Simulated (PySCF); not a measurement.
# CoI2: relaxation and vibrations of the quartet

The task is one start of a wider search on CoI2: the quartet, from a linear start. It is relaxed, tested by its Hessian and followed downhill if it is a saddle.

The runs use PySCF 2.14.0; B3LYP, basis Co def2-SVP, I def2-SVP with ECP28, scalar-relativistic core potentials, no spin–orbit coupling, density fitting.

**1. Where the work starts**

3 atoms, charge 0, spin multiplicity 4.

Bond lengths: Co1–I2 2.440 Å, Co1–I3 2.440 Å. Angles: I2–Co1–I3 180.0°.

Z-matrix (Å, degrees; charge 0 multiplicity 4):
```
Co
I  1 2.4400
I  1 2.4400 2 180.00
```

**2. Relaxation: linear start, quartet**

One driver script runs all steps and calls PySCF; scf.py shows how it sets up the SCF of each step. The optimiser is the driver's own. Before each start the driver seeks the lowest SCF state from one or more starting densities and follows internal instabilities, so scf.py alone need not reach the same state.

The program finds D∞h symmetry in the start, which this walk keeps.

File scf.py:

```python
from pyscf import gto, scf, dft
mol = gto.M(atom='''
Co     0.000000     0.000000     0.000000
I      0.000000     0.000000     2.440000
I      0.000000     0.000000    -2.440000''',
    basis={'Co': 'def2-SVP', 'I': 'def2-SVP'},
    ecp={'I': 'def2-SVP'},
    charge=0, spin=3)
mf = dft.UKS(mol, xc='B3LYP')
mf.grids.atom_grid = (50, 194)
aux = {'Co': 'def2-universal-JKFIT', 'I': 'def2-universal-JKFIT'}
mf = mf.density_fit(auxbasis=aux)
mf.kernel()
```

The runs that follow: Hessian and properties.

Before running it: what results should come out? Wanted: minimum; geometry; wavenumbers; dipole moment; highest occupied, lowest empty level; polar-tensor charge of Co1; zero-point energy; atomisation energy; ⟨S²⟩.

**Answer**, as computed:

| quantity | value |
| --- | --- |
| minimum | quartet, D∞h |
| geometry | Co–I 2.443 Å (×2); I–Co–I 180.0° |
| wavenumbers (cm⁻¹) | 53 (πu), 150 (σg+), 340 (σu+) |
| dipole moment | 0.00 D |
| highest occupied, lowest empty level (either spin) | -7.47, -4.21 eV |
| polar-tensor charge of Co1 | +1.03 e |
| zero-point energy | 3.6 kJ/mol |
| entropy at 298.15 K | 332.0 J/(mol K) |
| atomisation energy (no zero-point energy) | 559 kJ/mol |
| ⟨S²⟩ | 3.757 |

**Reading.** The linear start keeps its D∞h symmetry and ends in a minimum. In the infrared the band at 340 cm⁻¹ (σu+) leads. The dipole vanishes although Co1 carries +1.0 e by the polar tensor: the bond dipoles cancel. Most of the spin sits on Co1 (Mulliken spin 2.68, against 3 for the whole molecule). Only this shape and spin were tried, so other structures or states may lie lower. Take wavenumbers under 90 cm⁻¹ as rough. One determinant may miss the lowest occupation of an open d or f shell. With an element this heavy the missing spin–orbit coupling can shift these numbers.
